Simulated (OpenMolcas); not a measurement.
# Pt⁺: CASSCF and CASPT2 terms and fine-structure levels

Wanted: the level scheme of Pt⁺ from active-space wave functions, then second-order correlation under several settings.

The numbers are computed with OpenMolcas 26.06 (state-averaged CASSCF and CASPT2, spin-orbit coupling by RASSI with atomic mean-field integrals), except any that are marked as measured or tabulated.

**1. The atom as given**

```
Species                           : Pt⁺ (platinum, Z = 78, 77 electrons)
Basis                             : ANO-RCC-VQZP [9s8p6d4f2g1h], 120 functions
Scalar Hamiltonian                : DKH3, point nucleus
Inactive shells                   : 1s 2s 2p 3s 3p 3d 4s 4p 4d 4f 5s 5p
Active space                      : 9 electrons in 6 orbitals (5d 6s)
Some configurations of this space : 5d⁷ 6s², 5d⁸ 6s, 5d⁹
Orbitals                          : optimised for the ground-state spin in each parity, averaged over the low roots
```

Outer shells as boxes (Hund's rule):

5d7 6s2
```
5d [↑↓][↑↓][↑ ][↑ ][↑ ]
6s [↑↓]
```

5d8 6s
```
5d [↑↓][↑↓][↑↓][↑ ][↑ ]
6s [↑ ]
```

5d9
```
5d [↑↓][↑↓][↑↓][↑↓][↑ ]
```

Each step is its own input file, run in one work folder so that later steps find the files of earlier ones. Labels, J, g values, rates, χT and fits are worked out afterwards by a script from the matrices that RASSI stores.

**2. Basis and integrals**

File a.inp:

```
&GATEWAY
Coord
1

Pt 0.0 0.0 0.0
Basis=ANO-RCC-VQZP
Group=XYZ
NoMove
AngMom=0.0 0.0 0.0
AMFI
&SEWARD
Relativistic=R03O02
```

Command:

```console
$ OMP_NUM_THREADS=1 MOLCAS_MEM=2252 MOLCAS_PROJECT=a pymolcas a.inp > a.log
```

**3. Reference wave functions, doublets of even parity, 29 roots**

File a.inp:

```
&RASSCF
FileOrb=start.orb
Symmetry=1
Spin=2
nActEl=9 0 0
Inactive=15 19
Ras2=6 0
CIRoot=29 29 1
SDav=70
CIMx=300
Iter=120 100
PrWF=0.3
OrbListing=Nothing
MaxOrb=0
Atom
>>> COPY $Project.JobIph JOB001
```

start.orb holds the contracted functions of the basis, ordered by shell, or the orbitals of the step before.

**4. Reference wave functions, quartets of even parity, 20 roots**

File a.inp:

```
&RASSCF
FileOrb=start.orb
Symmetry=1
Spin=4
nActEl=9 0 0
Inactive=15 19
Ras2=6 0
CIRoot=20 20 1
SDav=20
CIMx=300
Iter=120 100
PrWF=0.3
OrbListing=Nothing
MaxOrb=0
Atom
CIOnly
>>> COPY $Project.JobIph JOB002
```

**5. RASSI: spin-orbit coupling between the states**

File a.inp:

```
&RASSI
NrOfJobIphs=2 17 10
1 2 3 4 5 6 7 8 9 10 11 12 13 14 15 16 17
1 2 3 4 5 6 7 8 9 10
IphNames
JOB001
JOB002
EJob
SpinOrbit
DIPRint=1.0
SOCoupling=1000.0
Subsets=2
MEES
Property=10
'ANGMOM' 1 'ANGMOM' 2 'ANGMOM' 3 'MLTPL  1' 1 'MLTPL  1' 2 'MLTPL  1' 3
'AMFI' 1 'AMFI' 2 'AMFI' 3 'MLTPL  2' 6
SOProperty=3
'ANGMOM' 1 'ANGMOM' 2 'ANGMOM' 3
```

**6. CASPT2: IPEA 0.6, real shift 0.05 (closed shells correlated: none), extended multistate**

File a.inp:

```
>>> COPY JOB001 $Project.JobIph
&CASPT2
XMultistate=17 1 2 3 4 5 6 7 8 9 10 11 12 13 14 15 16 17
Frozen=15 19
IPEA=0.6
Shift=0.05
MaxIter=60
WThr=0.0 0.3 0.05
PrWF=0.5
NoMix
>>> COPY JOB002 $Project.JobIph
&CASPT2
XMultistate=10 1 2 3 4 5 6 7 8 9 10
Frozen=15 19
IPEA=0.6
Shift=0.05
MaxIter=60
WThr=0.0 0.3 0.05
PrWF=0.5
NoMix
```

**7. CASPT2: IPEA 0.1 (closed shells correlated: 4f 5s 5p)**

File a.inp:

```
>>> COPY JOB001 $Project.JobIph
&CASPT2
Multistate=17 1 2 3 4 5 6 7 8 9 10 11 12 13 14 15 16 17
NoMult
Frozen=14 9
IPEA=0.1
MaxIter=60
WThr=0.0 0.3 0.05
PrWF=0.5
NoMix
>>> COPY JOB002 $Project.JobIph
&CASPT2
Multistate=10 1 2 3 4 5 6 7 8 9 10
NoMult
Frozen=14 9
IPEA=0.1
MaxIter=60
WThr=0.0 0.3 0.05
PrWF=0.5
NoMix
```

**8. CASPT2: IPEA 0.2, imaginary shift 0.15 (closed shells correlated: 4f 5s 5p)**

File a.inp:

```
>>> COPY JOB001 $Project.JobIph
&CASPT2
Multistate=17 1 2 3 4 5 6 7 8 9 10 11 12 13 14 15 16 17
Frozen=14 9
IPEA=0.2
Imaginary=0.15
MaxIter=60
WThr=0.0 0.3 0.05
PrWF=0.5
NoMix
>>> COPY JOB002 $Project.JobIph
&CASPT2
Multistate=10 1 2 3 4 5 6 7 8 9 10
Frozen=14 9
IPEA=0.2
Imaginary=0.15
MaxIter=60
WThr=0.0 0.3 0.05
PrWF=0.5
NoMix
```

(Steps that only read results are left out.)

Q: Predict the outcome of this session. Wanted: lowest level; first excited level; spin-orbit lowering of the lowest level; strongest of the lines computed, by gA.

The runs gave:

| quantity | value |
| --- | --- |
| method | XMS-CASPT2, IPEA 0.6, real shift 0.05 (closed shells correlated: none) |
| lowest level | 5d⁹ ²D_5/2, 97 % of that term, g = 1.201 |
| ground level listed by NIST | 2D5/2 |
| first excited level | 5d⁸ 6s ⁴F_9/2 at 7410 cm⁻¹ |
| spin-orbit lowering of the lowest level | 4361 cm⁻¹ |
| strongest of the lines computed, by gA (one parity, so forbidden lines), at CASSCF energies | 5d⁸ 6s ²F_7/2 → 5d⁸ 6s ⁴F_9/2, 668.5 nm, A = 1.92e+01 s⁻¹ |

Cost and accuracy by method:

```csv
method,time of its own steps,time with the reference,mean absolute difference from method B (cm-1)
A. CASSCF,34 s,34 s,4300
"B. XMS-CASPT2, IPEA 0.6, real shift 0.05, +none",5 s,39 s,0
"C. SS-CASPT2, IPEA 0.1, +4f 5s 5p",26 s,60 s,2400
"D. SS-CASPT2, IPEA 0.2, imaginary shift 0.15, +4f 5s 5p",30 s,63 s,2100
```

Times are of one thread on a shared host.

The multiplet ²D is inverted. Only the configurations of the active space and the roots asked for are present. The quartets rest on orbitals optimised for another spin in at least one step, which raises them against the optimised states. Not all states of the active space went into the spin-orbit step. CASPT2 does not keep the components of a term degenerate, and the means are used. Configurations with different d counts are hard to place against each other, and can be off by thousands to tens of thousands of cm-1. Only valence configurations of the active space appear, up to the ionisation limit; * or ° marks odd parity.
